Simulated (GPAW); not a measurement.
Here is a GPAW 26.7.0 calculation.

run.py

```python
from ase import Atoms
from ase.dft.bandgap import bandgap
from ase.io import write
from ase.units import GPa
from gpaw import GPAW, PW

atoms = Atoms(['Pt', 'Se'],
              cell=[[3.7018703299, 0.0, 0.0],
                    [-1.850935165, 3.2059137472, 0.0],
                    [0.0, 0.0, 3.61284203]],
              scaled_positions=[[0.0, 0.0, 0.0],
                                [0.6666666667, 0.3333333333, 0.5]],
              pbc=True)

calc = GPAW(mode=PW(600),
            xc='MGGA_X_R2SCAN+MGGA_C_R2SCAN',
            kpts={'size': (8, 8, 7), 'gamma': True},
            occupations={'name': 'fermi-dirac', 'width': 0.05},
            nbands=22,
            convergence={'density': 1e-05, 'energy': 1e-05},
            maxiter=150,
            txt='gpaw.txt')
atoms.calc = calc
energy = atoms.get_potential_energy()
forces = atoms.get_forces()
stress = atoms.get_stress()
calc.write('gs.gpw')
write('result.traj', atoms)
print(f'Energy: {energy:.6f} eV')
print('Forces (eV/A):')
print(forces.round(4))
print('Stress (GPa):', (stress / GPa).round(3))
print('Fermi level:', round(calc.get_fermi_level(), 4), 'eV')
print(f'Gap: {bandgap(calc)[0]:.4f} eV, direct: {bandgap(calc, direct=True)[0]:.4f} eV')
```

Potentials or basis: GPAW PAW data sets (gpaw-data 1.2.1), pw.

Launch:

```bash
$ OMP_NUM_THREADS=1 python run.py
```

Q: Predict the pressure.

A: -13.2 GPa.

Q: Estimate the band gap on the k mesh.

A: None (metal or under the smearing width).

Stress tensor (GPa, compression positive):
```
-11.50   0.00   0.00
  0.00 -11.50   0.00
  0.00   0.00 -16.70
```

Caveat: the PAW data sets were made with another functional, which shifts forces and pressure a little. The run has no spin-orbit coupling, so splittings on Pt are missing.
